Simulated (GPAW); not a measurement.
HfIn4SiO6:

```
Hf In Si O
1.0
     5.69867    0.00381    0.01559
    -0.70506    6.10815   -0.00575
    -2.73718   -1.39557    6.63076
Hf In Si O
1 4 1 6
Direct
  0.11793 0.01556 0.13292
  0.38842 0.99901 0.72891
  0.75865 0.00842 0.49586
  0.23461 0.48841 0.53300
  0.59649 0.48211 0.20528
  0.86778 0.44029 0.85544
  0.55316 0.38738 0.79290
  0.93454 0.38483 0.65596
  0.98414 0.26218 0.00347
  0.99083 0.69806 0.98452
  0.08665 0.06493 0.39374
  0.48680 0.10883 0.21799
```

The cell was built by a generator and needn't be a form met in nature.

Base run:

* Program: GPAW 26.7.0
* Functional: PBE
* Potentials or basis: GPAW PAW data sets (gpaw-data 1.2.1)
* Cutoff: 800 eV
* Basis: pw
* k mesh: 4 × 3 × 3
* Occupations: fermi-dirac, width 0.05 eV
* Spin: no spin polarisation

Its results: band gap on the k mesh 0.88 eV, indirect (least direct gap 1.15 eV); pressure 0.6 GPa; largest force 0.374 eV/Å.

**Question.** The run is repeated on the same cell with these changes: functional from PBE to LDA; potentials or basis from GPAW PAW data sets (gpaw-data 1.2.1) to the program's PAW data sets (release 1.2.1) made for this functional. What comes out?

**Answer.** Band gap on the k mesh 0.86 eV, indirect (least direct gap 1.16 eV); pressure -5.5 GPa; largest force 0.535 eV/Å.

Caveats: spin-orbit coupling is left out, which moves the levels of the heavy elements.

A k mesh can miss the band edges.
